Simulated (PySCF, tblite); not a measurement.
# C₄H₂ClFO: isotopologues and vibrational averages

How do isotopes change the rotational constants and shieldings of C₄H₂ClFO (`Fc1ccc(Cl)o1`)?

Computed with tblite 0.8.0 (tight binding) and PySCF 2.14.0 (DFT, with response routines of our own); each step states its level. Atoms count from 0 throughout.

### Step 1. The starting structure

9 atoms, charge 0, multiplicity 1; geometry from: force field or distance geometry start.

Bonds of the start (Å): C1–C2 1.35, C1–O6 1.34, C2–C3 1.36, C2–H7 1.13, C3–C4 1.43, C3–H8 1.05, C4–Cl5 1.74, C4–O6 1.29, F0–C1 1.32.

### Step 2. GFN2-xTB relaxation, lowest of a short conformer search

What the job is given:

```
{"job": {"xc": "GFN2-xTB", "basis": "xTB", "kind": "relax"}, "charge": 0, "multiplicity": 1}
F     -2.260300    -1.236900    -0.256200
C     -1.087500    -0.629500    -0.342100
C     -0.743800     0.660300    -0.567600
C      0.603600     0.804400    -0.548100
C      1.044400    -0.504100    -0.170800
Cl     2.721700    -0.921700    -0.007500
O      0.038500    -1.315200    -0.094600
H     -1.460400     1.500600    -0.790100
H      1.198000     1.666100    -0.675300
```

Run with:

```
$ OMP_NUM_THREADS=1 python ens_run.py task.json out
```

One launch serves the whole session.

What it wrote:

```text
step      E/eV     max force
  0    -623.09886    4.699
  1    -623.41437    1.937
  2    -623.46451    0.550
  3    -623.47868    0.408
  4    -623.49785    0.290
  5    -623.50533    0.259
  6    -623.51072    0.220
  7    -623.51703    0.215
  8    -623.52116    0.173
  9    -623.52274    0.072
 10    -623.52314    0.069
 11    -623.52339    0.050
 12    -623.52366    0.045
 13    -623.52387    0.039
 14    -623.52399    0.028
 15    -623.52404    0.016
 16    -623.52406    0.011
 17    -623.52407    0.009
 18    -623.52408    0.007
 19    -623.52408    0.006
 20    -623.52409    0.004
 21    -623.52409    0.004
```

It took 0.19 s on 1 thread of Arm Neoverse N1, shared host.

The energy fell by 0.425 eV, and the atoms moved 0.07 Å (root mean square).

### Step 3. Tight optimisation and Hessian

What the job is given:

```
{"job": {"xc": "PBE0", "basis": "pcSseg-1", "grid": 2, "temperatures": [250, 400], "kind": "geom"}, "charge": 0, "multiplicity": 1}
F     -2.201167    -1.263427    -0.249788
C     -1.056828    -0.603478    -0.319777
C     -0.796817     0.698513    -0.587676
C      0.619969     0.808964    -0.520371
C      1.077816    -0.435789    -0.218747
Cl     2.649885    -1.027300     0.013512
O      0.057105    -1.314832    -0.092454
H     -1.502494     1.472322    -0.801423
H      1.206777     1.689002    -0.675507
```

What it wrote:

```text
step   0  E = -21450.6219805 eV  max force = 0.70953
step   1  E = -21450.6438785 eV  max force = 0.18152
step   2  E = -21450.6451977 eV  max force = 0.03403
step   3  E = -21450.6452320 eV  max force = 0.00739
step   4  E = -21450.6452333 eV  max force = 0.00060
step   5  E = -21450.6452333 eV  max force = 0.00060
step   6  E = -21450.6452334 eV  max force = 0.00041
harmonic wavenumbers (cm-1): 190.1 254.6 315.0 476.7 507.1 607.5 663.6 692.0 791.3 845.8 967.2 1021.8 1036.6 1187.7 1238.2 1318.3 1420.3 1605.0 1705.3 3285.4 3297.5
```

Wall time 15 min (1 thread of Arm Neoverse N1, shared host); peak memory 0.6 GiB.

### Step 4. Displacements along the modes, parent

What the job is given:

```
{"job": {"xc": "PBE0", "basis": "pcSseg-1", "grid": 2, "temperatures": [250, 400], "kind": "vib", "mass_numbers": [19, 12, 12, 12, 12, 35, 16, 1, 1]}, "charge": 0, "multiplicity": 1}
F     -2.173750    -1.277524    -0.244973
C     -1.059923    -0.595336    -0.321501
C     -0.804940     0.700969    -0.588533
C      0.623835     0.810984    -0.520387
C      1.078483    -0.426108    -0.220526
Cl     2.640931    -1.049691     0.016945
O      0.051006    -1.308380    -0.093861
H     -1.528327     1.474195    -0.804494
H      1.226931     1.694866    -0.674903
```

What it wrote:

```text
mode    cm-1    km/mol   phi_rrr   E(+)/cm-1  E(-)/cm-1
  1    190.12     1.67      -0.1      34.38      34.37
  2    254.60     0.41      -1.7      45.81      45.90
  3    315.05     0.11       3.5      57.20      56.66
  4    476.72     1.35     -22.7      85.00      86.67
  5    507.12     2.64     -16.4      90.73      91.88
  6    607.53     0.42       0.1     109.36     109.60
  7    663.55     0.19      -0.7     119.44     119.54
  8    692.00    18.99      32.8     125.75     123.40
  9    791.31    82.02       0.8     146.32     145.94
 10    845.78     1.51      -0.0     155.01     155.49
 11    967.17    11.16      58.3     176.27     172.06
 12   1021.82     3.23     -44.6     182.76     185.94
 13   1036.61    50.89     -65.3     184.41     189.09
 14   1187.72    60.88     -39.3     212.60     215.47
 15   1238.23    50.98    -130.7     218.49     227.86
 16   1318.31    82.37    -104.0     233.74     241.22
 17   1420.29    38.25      60.4     257.95     253.61
 18   1604.96    72.36     336.8     301.51     277.28
 19   1705.30   202.98    -214.9     299.62     315.09
 20   3285.44     0.16     897.9     626.83     562.36
 21   3297.52     8.82    1467.7     649.52     544.05
```

It took 15 min on 1 thread of Arm Neoverse N1, shared host; peak memory 0.67 GiB.

### Step 5. Displacements along the modes, 2H at atom 8

The job, as its differences from that of step 4:

```diff
@@ -1,2 +1,2 @@
-{"job": {"xc": "PBE0", "basis": "pcSseg-1", "grid": 2, "temperatures": [250, 400], "kind": "vib", "mass_numbers": [19, 12, 12, 12, 12, 35, 16, 1, 1]}, "charge": 0, "multiplicity": 1}
+{"job": {"xc": "PBE0", "basis": "pcSseg-1", "grid": 2, "temperatures": [250, 400], "kind": "vib", "mass_numbers": [19, 12, 12, 12, 12, 35, 16, 1, 2]}, "charge": 0, "multiplicity": 1}
 F     -2.173750    -1.277524    -0.244973
```

What it wrote:

```text
mode    cm-1    km/mol   phi_rrr   E(+)/cm-1  E(-)/cm-1
  1    189.96     1.66      -0.1      34.35      34.34
  2    252.48     0.43      -1.7      45.42      45.52
  3    308.68     0.04      -3.4      55.50      56.04
  4    461.68     1.31     -18.2      82.47      83.82
  5    506.66     2.67     -21.1      90.48      91.97
  6    552.76     6.94      -0.1     100.24      99.89
  7    662.53     0.15       0.8     119.36     119.22
  8    683.23    21.69      -0.1     123.68     123.92
  9    687.08    18.20     -34.6     122.45     124.93
 10    810.05    39.68       0.7     150.70     150.68
 11    816.67     5.31       6.9     147.99     147.51
 12    951.86    13.80     -61.4     169.16     173.61
 13   1034.86    42.26     116.7     190.57     182.19
 14   1139.74    12.38      72.9     208.18     202.90
 15   1218.27   102.41    -297.5     209.03     230.44
 16   1307.57    62.33      97.0     239.09     232.13
 17   1406.15    56.83    -122.3     248.86     257.67
 18   1586.17    56.83    -344.4     273.62     298.40
 19   1701.76   214.12     221.1     314.71     298.79
 20   2442.79     3.40   -1180.0     400.09     484.85
 21   3294.17     5.46    1943.9     668.17     528.65
```

It took 16 min on 1 thread of Arm Neoverse N1, shared host; peak memory 0.67 GiB.

### Step 6. Vibrational averages by isotopologue

What the job is given:

```
{"job": {"xc": "PBE0", "basis": "pcSseg-1", "grid": 2, "temperatures": [250, 400], "kind": "iso"}, "charge": 0, "multiplicity": 1}
F     -2.173750    -1.277524    -0.244973
C     -1.059923    -0.595336    -0.321501
C     -0.804940     0.700969    -0.588533
C      0.623835     0.810984    -0.520387
C      1.078483    -0.426108    -0.220526
Cl     2.640931    -1.049691     0.016945
O      0.051006    -1.308380    -0.093861
H     -1.528327     1.474195    -0.804494
H      1.226931     1.694866    -0.674903
```

What it wrote:

```text
parent
  Be/MHz 6248.829 1404.989 1147.079
  B0/MHz 6213.059 1398.81 1141.521
  ZPE/cm-1 11713.6
  <sigma>(0 K)/ppm 282.379 19.826 93.888 68.478 46.700 731.330 28.312 25.433 24.789
2H at atom 8
  Be/MHz 5836.124 1403.305 1131.286
  B0/MHz 5804.284 1397.044 1125.785
  ZPE/cm-1 11007.6
  <sigma>(0 K)/ppm 282.378 19.833 93.977 68.703 46.808 731.672 28.482 25.431 24.871
```

It took 46 min on 1 thread of Arm Neoverse N1, shared host; peak memory 0.67 GiB. This counts the whole study up to here.

Rotational constants (MHz) at equilibrium and in the ground state:

```tsv
isotopologue	Be	B0	zero-point change (cm⁻¹)
parent	6248.8, 1405.0, 1147.1	6213.1, 1398.8, 1141.5	0.0
2H at atom 8	5836.1, 1403.3, 1131.3	5804.3, 1397.0, 1125.8	-706.0
```

Shieldings of the first species (ppm): at equilibrium, the vibrational parts at 0 K, and the averages:

```tsv
atom	equilibrium	anharmonic	harmonic	0 K	250 K	400 K
F0	291.13	-2.21	-6.54	282.38	281.70	280.57
C1	22.47	-1.21	-1.43	19.83	19.62	19.28
C2	97.21	-0.98	-2.34	93.89	93.65	93.23
C3	71.79	-1.00	-2.32	68.48	68.12	67.63
C4	50.15	-1.46	-1.99	46.70	46.49	46.10
Cl5	746.67	-4.46	-10.88	731.33	729.24	726.17
O6	37.89	-2.80	-6.78	28.31	27.85	26.89
H7	25.86	-0.07	-0.36	25.43	25.42	25.41
H8	25.19	-0.08	-0.32	24.79	24.78	24.76
```

Isotope effects on the shieldings at 0 K (ppb; positive means more shielded):

```tsv
atom	2H at atom 8
F0	-1
C1	8
C2	89
C3	226
C4	108
Cl5	343
O6	170
H7	-2
H8	82
```

### Step 7. Tight optimisation and Hessian, delta 0.4; conv 1e-11

What the job is given:

```
{"job": {"xc": "PBE0", "basis": "pcSseg-1", "grid": 2, "temperatures": [250, 400], "delta": 0.4, "conv": 1e-11, "kind": "geom"}, "charge": 0, "multiplicity": 1}
F     -2.201167    -1.263427    -0.249788
C     -1.056828    -0.603478    -0.319777
C     -0.796817     0.698513    -0.587676
C      0.619969     0.808964    -0.520371
C      1.077816    -0.435789    -0.218747
Cl     2.649885    -1.027300     0.013512
O      0.057105    -1.314832    -0.092454
H     -1.502494     1.472322    -0.801423
H      1.206777     1.689002    -0.675507
```

What it wrote:

```text
step   0  E = -21450.6219805 eV  max force = 0.70953
step   1  E = -21450.6438785 eV  max force = 0.18151
step   2  E = -21450.6451977 eV  max force = 0.03403
step   3  E = -21450.6452320 eV  max force = 0.00739
step   4  E = -21450.6452333 eV  max force = 0.00060
step   5  E = -21450.6452333 eV  max force = 0.00060
step   6  E = -21450.6452334 eV  max force = 0.00041
harmonic wavenumbers (cm-1): 190.1 254.6 315.0 476.7 507.1 607.5 663.6 692.0 791.3 845.8 967.2 1021.8 1036.6 1187.7 1238.2 1318.3 1420.3 1605.0 1705.3 3285.4 3297.5
```

Run time: 15 min. Hardware: 1 thread of Arm Neoverse N1, shared host; peak memory 0.67 GiB.

### Step 8. Displacements along the modes, delta 0.4; conv 1e-11; parent

What the job is given:

```
{"job": {"xc": "PBE0", "basis": "pcSseg-1", "grid": 2, "temperatures": [250, 400], "delta": 0.4, "conv": 1e-11, "kind": "vib", "mass_numbers": [19, 12, 12, 12, 12, 35, 16, 1, 1]}, "charge": 0, "multiplicity": 1}
F     -2.173750    -1.277524    -0.244973
C     -1.059922    -0.595336    -0.321501
C     -0.804940     0.700968    -0.588533
C      0.623835     0.810984    -0.520387
C      1.078483    -0.426108    -0.220526
Cl     2.640931    -1.049691     0.016945
O      0.051006    -1.308380    -0.093861
H     -1.528328     1.474195    -0.804494
H      1.226931     1.694866    -0.674903
```

What it wrote:

```text
mode    cm-1    km/mol   phi_rrr   E(+)/cm-1  E(-)/cm-1
  1    190.12     1.67      -0.2      15.24      15.24
  2    254.60     0.41      -1.7      20.37      20.38
  3    315.05     0.11       3.6      25.38      25.11
  4    476.72     1.35     -22.7      37.89      38.40
  5    507.12     2.64     -16.4      40.41      40.74
  6    607.52     0.42       0.1      48.55      48.71
  7    663.56     0.19      -0.7      53.07      53.12
  8    692.01    18.98      32.8      55.71      55.02
  9    791.31    82.09       0.9      64.15      63.92
 10    845.78     1.50      -0.0      68.10      68.42
 11    967.18    11.15      58.3      78.02      76.76
 12   1021.82     3.25     -44.4      81.37      82.30
 13   1036.63    50.86     -65.5      82.27      83.66
 14   1187.74    60.86     -39.2      94.64      95.50
 15   1238.24    50.98    -130.8      97.74     100.50
 16   1318.29    82.44    -104.0     104.39     106.61
 17   1420.30    38.23      60.5     114.29     113.00
 18   1604.95    72.32     336.6     132.08     124.90
 19   1705.26   202.82    -214.8     134.20     138.79
 20   3285.41     0.17     895.0     273.00     253.93
 21   3297.49     8.81    1463.8     280.04     248.84
```

Run time: 16 min. Hardware: 1 thread of Arm Neoverse N1, shared host; peak memory 0.67 GiB.

### Step 9. Displacements along the modes, delta 0.4; conv 1e-11; 2H at atom 8

What the job is given:

```
{"job": {"xc": "PBE0", "basis": "pcSseg-1", "grid": 2, "temperatures": [250, 400], "delta": 0.4, "conv": 1e-11, "kind": "vib", "mass_numbers": [19, 12, 12, 12, 12, 35, 16, 1, 2]}, "charge": 0, "multiplicity": 1}
F     -2.173750    -1.277524    -0.244973
C     -1.059922    -0.595336    -0.321501
C     -0.804940     0.700968    -0.588533
C      0.623835     0.810984    -0.520387
C      1.078483    -0.426108    -0.220526
Cl     2.640931    -1.049691     0.016945
O      0.051006    -1.308380    -0.093861
H     -1.528328     1.474195    -0.804494
H      1.226931     1.694866    -0.674903
```

What it wrote:

```text
mode    cm-1    km/mol   phi_rrr   E(+)/cm-1  E(-)/cm-1
  1    189.96     1.66      -0.1      15.23      15.22
  2    252.48     0.43      -1.7      20.20      20.21
  3    308.68     0.04      -3.5      24.60      24.87
  4    461.69     1.31     -18.2      36.74      37.15
  5    506.67     2.67     -21.1      40.32      40.76
  6    552.76     6.94      -0.1      44.45      44.22
  7    662.53     0.14       0.8      53.05      52.97
  8    683.23    21.65      -0.1      54.74      54.90
  9    687.08    18.19     -34.6      54.60      55.33
 10    810.05    39.74       0.9      65.77      65.78
 11    816.67     5.31       6.7      65.56      65.42
 12    951.87    13.80     -61.4      75.50      76.82
 13   1034.89    42.25     116.8      84.05      81.57
 14   1139.74    12.38      72.8      92.05      90.47
 15   1218.30   102.29    -297.4      94.38     100.72
 16   1307.55    62.39      96.9     105.68     103.62
 17   1406.17    56.77    -122.4     111.21     113.83
 18   1586.16    56.80    -344.2     123.32     130.66
 19   1701.73   213.93     221.0     138.58     133.86
 20   2442.77     3.41   -1176.3     183.43     208.50
 21   3294.15     5.47    1935.4     285.22     243.99
```

Wall time 16 min (1 thread of Arm Neoverse N1, shared host); peak memory 0.75 GiB.

### Step 10. Vibrational averages by isotopologue, second settings

What the job is given:

```
{"job": {"xc": "PBE0", "basis": "pcSseg-1", "grid": 2, "temperatures": [250, 400], "delta": 0.4, "conv": 1e-11, "kind": "iso"}, "charge": 0, "multiplicity": 1}
F     -2.173750    -1.277524    -0.244973
C     -1.059922    -0.595336    -0.321501
C     -0.804940     0.700968    -0.588533
C      0.623835     0.810984    -0.520387
C      1.078483    -0.426108    -0.220526
Cl     2.640931    -1.049691     0.016945
O      0.051006    -1.308380    -0.093861
H     -1.528328     1.474195    -0.804494
H      1.226931     1.694866    -0.674903
```

What it wrote:

```text
parent
  Be/MHz 6248.829 1404.989 1147.079
  B0/MHz 6213.128 1398.814 1141.527
  ZPE/cm-1 11713.6
  <sigma>(0 K)/ppm 282.364 19.822 93.894 68.481 46.696 731.329 28.288 25.435 24.792
2H at atom 8
  Be/MHz 5836.124 1403.306 1131.286
  B0/MHz 5804.375 1397.049 1125.792
  ZPE/cm-1 11007.6
  <sigma>(0 K)/ppm 282.362 19.829 93.987 68.704 46.807 731.672 28.457 25.434 24.873
```

Run time: 47 min. Hardware: 1 thread of Arm Neoverse N1, shared host; peak memory 0.75 GiB. This counts the runs that the step sums up.

Rotational constants (MHz) at equilibrium and in the ground state:

```tsv
isotopologue	Be	B0	zero-point change (cm⁻¹)
parent	6248.8, 1405.0, 1147.1	6213.1, 1398.8, 1141.5	0.0
2H at atom 8	5836.1, 1403.3, 1131.3	5804.4, 1397.0, 1125.8	-706.0
```

Shieldings of the first species (ppm): at equilibrium, the vibrational parts at 0 K, and the averages:

```tsv
atom	equilibrium	anharmonic	harmonic	0 K	250 K	400 K
F0	291.13	-2.21	-6.56	282.36	281.69	280.55
C1	22.47	-1.21	-1.43	19.82	19.62	19.27
C2	97.21	-0.97	-2.34	93.89	93.66	93.24
C3	71.79	-0.99	-2.32	68.48	68.13	67.63
C4	50.15	-1.46	-1.99	46.70	46.49	46.10
Cl5	746.67	-4.45	-10.89	731.33	729.24	726.18
O6	37.89	-2.81	-6.80	28.29	27.82	26.87
H7	25.86	-0.06	-0.36	25.43	25.43	25.41
H8	25.19	-0.08	-0.32	24.79	24.78	24.76
```

Isotope effects on the shieldings at 0 K (ppb; positive means more shielded):

```tsv
atom	2H at atom 8
F0	-2
C1	7
C2	92
C3	223
C4	111
Cl5	343
O6	169
H7	0
H8	81
```

### Step 11. What came out

| quantity | value |
| --- | --- |
| point group | Cs |
| B0 of the first species | 6213.1, 1398.8, 1141.5 MHz |
| zero-point energy | 11714 cm⁻¹ |
| zero-point change of σ(Cl5) | -15.34 ppm |

In words: Zero-point motion changes the shielding of Cl5 most, by -15.34 ppm. The largest secondary isotope effect is 343 ppb on Cl5, 3 bonds from the change (2H at atom 8). The job flags a low mode; perturbation theory is less sure for low modes.
